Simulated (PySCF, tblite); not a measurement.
# C5H8F3Si radical: geometry, infrared bands and EPR parameters

Aim: predict the infrared bands and EPR parameters of C5H8F3Si radical (`C=C(C[SiH3])[C](F)C(F)F`).

Programs: tblite 0.8.0 and PySCF 2.14.0, with density-fitted response routines of our own. Each step states its level of theory. These are calculated values for one molecule in the gas phase, unless marked as measured. Atoms are numbered from 0 throughout.

## 1. Starting geometry

17 atoms, charge 0, multiplicity 2; geometry from: force field or distance geometry start.

Bonds of the start (Å): C0–C1 1.35, C1–C2 1.50, C2–Si3 1.87, C1–C4 1.46, C4–F5 1.35, C4–C6 1.49, C6–F7 1.36, C6–F8 1.36, C0–H9 1.09, C0–H10 1.08, C2–H11 1.10, C2–H12 1.10, Si3–H13 1.49, Si3–H14 1.49, Si3–H15 1.50, C6–H16 1.10.

## 2. Relaxing the molecule with GFN2-xTB

What the job is given:

```
{"job": {"kind": "relax", "xc": "GFN2-xTB", "basis": "xTB"}, "charge": 0, "multiplicity": 2}
C      0.428500    -1.455000    -0.812000
C      0.140500    -0.220100    -0.345800
C     -1.196900     0.413600    -0.595800
Si    -2.420300     0.414900     0.823800
C      1.116700     0.575300     0.400700
F      0.739500     1.834900     0.724600
C      2.484600     0.121000     0.778200
F      2.448500    -1.002900     1.550100
F      3.250800    -0.186500    -0.303600
H     -0.321900    -2.022100    -1.366400
H      1.377100    -1.941600    -0.666700
H     -1.700200    -0.092300    -1.439300
H     -1.063900     1.452500    -0.926200
H     -2.744500    -0.988100     1.224500
H     -3.683900     1.090600     0.430000
H     -1.865800     1.122300     2.023800
H      3.004300     0.895700     1.355800
```

The run is started by

```
OMP_NUM_THREADS=1 python probes_run.py task.json out
```

The driver reads the jobs from task.json and runs them one after another.

**Question.** This job is followed by: GFN2-xTB harmonic vibrations, gas phase; UKS B3LYP, pcH-1 on C F H Si, non-relativistic, mean-field spin-orbit, GIAO. Predict these results of the whole session: strongest single infrared mode (GFN2-xTB); zero-point energy (GFN2-xTB); g(iso) (B3LYP); ⟨S²⟩; largest a(iso) (averaged by class); potential on the surface of density 0.002 e/bohr³, 1st and 99th percentile.

**Answer**, as computed:

| quantity | value |
| --- | --- |
| strongest single infrared mode (GFN2-xTB) | 788 cm⁻¹, 412 km/mol |
| zero-point energy (GFN2-xTB) | 69.9 kcal/mol |
| g(iso) (B3LYP) | 2.00332 |
| ⟨S²⟩ | 0.778 (exact 0.75) |
| largest a(iso) (averaged by class) | 19F on F5, 103.3 MHz |
| potential on the surface of density 0.002 e/bohr³, 1st and 99th percentile | -0.74 V and 1.26 V |

**Reading.** The optimisation took 63 steps and gained 0.216 eV; among the close pairs (by a distance rule), C1–C4 changed most, from 1.464 to 1.389 Å. No mode is imaginary among the 45: a minimum at this level. GFN2-xTB is a fitted tight-binding method: band positions and strengths are rough. Its intensities can rank the bands wrongly. The largest spin populations lie on C0 (0.65 e), C4 (0.60 e). The isotropic g lies 1.0 ppt above the free-electron value. These values are for one conformer; the search (at its own cheap level) found 2 more, at 0.00, 4.04 kcal/mol (those within 0.05 may be mirror or relabelled copies), and measured spectra average over such forms.
